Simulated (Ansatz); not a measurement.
# BH3O2Te: the cost of one run

Method: RKS B3LYP/def2-SVPD, in Ansatz 0.2.0.

### 1 Starting point

Bond lengths: O1–B2 1.407 Å, B2–O3 1.428 Å, B2–Te4 2.156 Å, O1–H5 1.014 Å, O3–H6 0.994 Å, Te4–H7 1.708 Å. Angles: O1–B2–O3 118.6°, O1–B2–Te4 122.7°, O3–B2–Te4 118.7°, B2–O1–H5 107.2°, B2–O3–H6 106.3°, B2–Te4–H7 92.1°.

As a file:

```xyz
7

O    -0.3282    1.4535    0.3043
B    -0.0100    0.0833    0.2896
O     1.2344   -0.3351    0.8521
Te   -1.2981   -1.4023   -0.5955
H    -0.0169    1.8440   -0.5787
H     1.0608   -0.5100    1.8147
H    -0.5808   -1.2014   -2.1321
```

### 2 End point A

input.yaml reads:

```yaml
crystal:
  periodic: [false, false, false]
  atoms:
    - { symbol: O, position_ang: [-0.3282, 1.4535, 0.3043] }
    - { symbol: B, position_ang: [-0.01, 0.0833, 0.2896] }
    - { symbol: O, position_ang: [1.2344, -0.3351, 0.8521] }
    - { symbol: Te, position_ang: [-1.2981, -1.4023, -0.5955] }
    - { symbol: H, position_ang: [-0.0169, 1.844, -0.5787] }
    - { symbol: H, position_ang: [1.0608, -0.51, 1.8147] }
    - { symbol: H, position_ang: [-0.5808, -1.2014, -2.1321] }
basis:
  gaussian: { orbitals: def2-SVPD }
hamiltonian:
  xc: b3lyp
relax:
  f_tol: 0.02
  max_steps: 50
```

Command:

```
$ ansatz run input.yaml --threads 2 --pin off --max-ram 3072MiB --backend cpu --events-out ev --progress --plain --runs-dir out
```

Q: Estimate wall time and peak memory on 2 threads of Arm Neoverse V1, shared host.

About 2 min, with a peak of 0.31 GiB.
